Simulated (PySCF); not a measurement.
# CoN: from the state search to spectroscopic constants

What are the lowest state that PBE0 finds, the bond length, vibrational wavenumber and bond energy of CoN, and how much do these hang on the method?

Computed with PySCF 2.14.0. Level: Co def2-TZVPP, N def2-TZVPP, no relativity.

## (1) Set-up

A driver script around PySCF takes these settings:

```
atoms                         : Co, N
charge                        : 0
basis                         : Co def2-TZVPP, N def2-TZVPP
Hamiltonian                   : no relativity
basis functions               : 95
electrons treated             : 34
masses in u                   : 58.9332, 14.0031
levels                        : PBE0, PBE, r²SCAN, BP86, M06-L, r²SCANh, BHandHLYP, LC-ωPBE, HF, MP2, SCS-MP2
grid                          : 80 radial by 434 angular points
occupations                   : held fixed by the projection of orbital angular momentum
dissociation limit            : Co + N, each in its ground configuration
starting distance in angstrom : 1.725
values of 2S to try           : 0, 2, 4, 6, 8
```

The run is started by

```bash
> OMP_NUM_THREADS=1 python dia.py task.json out
```

Further steps of the session: PBE0 along the bond; Excited determinants; PBE (GGA); r²SCAN (meta-GGA); BP86; M06-L; r²SCANh (hybrid meta-GGA); BHandHLYP (global hybrid GGA); LC-ωPBE (range-separated hybrid); ROHF.

What does the calculation give? Wanted: for each run, Re; ωe; De; μ.

As calculated:

Lowest PBE0 solution found, without spin–orbit coupling: ⁵Δ (quintet), unpaired electrons σ ↑, π ↑↑, δ ↑. State 2 has its PBE0 minimum 0.44 eV higher, as a spin-mixed determinant (⟨S²⟩ = 2.14), so this is no gap between pure states. State 3 has its PBE0 minimum 0.51 eV higher, as a spin-mixed determinant (⟨S²⟩ = 1.85), so this is no gap between pure states. State 4 has its PBE0 minimum 0.58 eV higher, as a spin-mixed determinant (⟨S²⟩ = 1.53), so this is no gap between pure states. The other levels ran on the lowest alone.

```tsv
level	Re (Å)	ωe (cm⁻¹)	De (eV)	μ (D)
ROHF	1.981	501	-2.16	-6.32
PBE	1.607	870	4.31	-3.57
BP86	1.609	865	4.33	-3.55
r²SCAN	1.597	843	3.35	-3.62
r²SCANh	1.606	746	2.68	-3.81
PBE0	1.623	670	2.41	-4.17
BHandHLYP	1.798	501	n/a	-4.96
LC-ωPBE	1.592	742	3.02	-4.42
```

De is counted to Co + N in their ground configurations. A positive dipole means Co(−)N(+). No constants: ROHF-MP2 (the lowest point is the short end of the scan); ROHF-SCS-MP2 (the lowest point is the short end of the scan); M06-L (the points don't follow one smooth fit).

What this shows: Bond lengths run from 1.592 Å (LC-ωPBE) to 1.981 Å (ROHF). Among the levels with a De in the table, it runs from -2.16 eV (ROHF) to 4.33 eV (BP86).

Correlated steps freeze 6 core orbitals. A negative De means that the minimum lies above the separated atoms at that level. The state is the lowest single determinant that the PBE0 search found; with open d or f shells the true ground state can be another one. At some levels the lowest empty orbital lies below the highest filled one (the two can be of opposite spin).
